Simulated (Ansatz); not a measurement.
Runs of Ansatz 0.2.0 on Ta3N. The structure is trigonal, space group P-3m1 (No. 164). Conventional cell: a = 3.032 Å, b = 3.032 Å, c = 7.524 Å, α = 90.00°, β = 90.00°, γ = 120.00°. Ta (site symmetry 3m) has 3 N at 2.19 Å as nearest neighbours. Ta (site symmetry -3m) has 12 Ta at 3.01 to 3.03 Å as nearest neighbours. N (site symmetry -3m) has 6 Ta at 2.19 Å as nearest neighbours. The cell comes from a database or a generator and needn't be the stable form of this composition.

| task | level | U | cell | k mesh | cutoff (eV) | points for each segment of the path | hubbard projectors | double counting | mesh quality | gap on the mesh (eV) | pressure (GPa) | relaxed volume (Å³/atom) | largest force (eV/Å) |
| --- | --- | --- | --- | --- | --- | --- | --- | --- | --- | --- | --- | --- | --- |
| relaxation of cell and atoms | PBE0 | - | relaxed | 6 × 6 × 2 | 420 | - | - | - | coarse | none | - | 14.76 | - |
| band structure | BLYP | - | as given | 7 × 7 × 3 | 420 | 14 | - | - | not flagged | none | 7.3 | - | 0.13 |
| relaxation of cell and atoms | PBEsol+U | Ta d U = 4 eV | relaxed | 10 × 10 × 4 | 420 | - | ortho-atomic (the default) | fll (the default) | not flagged | none | 0.0 | 14.71 | - |
| band structure | PBE | - | as given | 10 × 10 × 4 | 420 | 14 | - | - | not flagged | none | (a) | - | 0.13 |

Alike in all rows: potentials or basis Ansatz PAW; no spin polarisation; smearing fermi-dirac 0.05 eV.

Q: Fill in the values left out.

A: (a) -0.7.

Caveats: some runs use coarse meshes; the PAW data sets come from PBE, with cores solved anew for the run's functional, which leaves a small shift of forces and pressure (some runs); the plane-wave basis is chosen anew once the cell has moved, so the energies of steps on either side of that aren't comparable (some runs); the potentials were made for another functional, which shifts forces and pressure (some runs); U without spin polarisation on a metal has little footing (some runs).

A k mesh can miss the band edges, and the runs leave out spin-orbit coupling on Ta.

A gap of «none» marks a metal or a gap under the smearing width.

Not every run made on this cell is shown here.
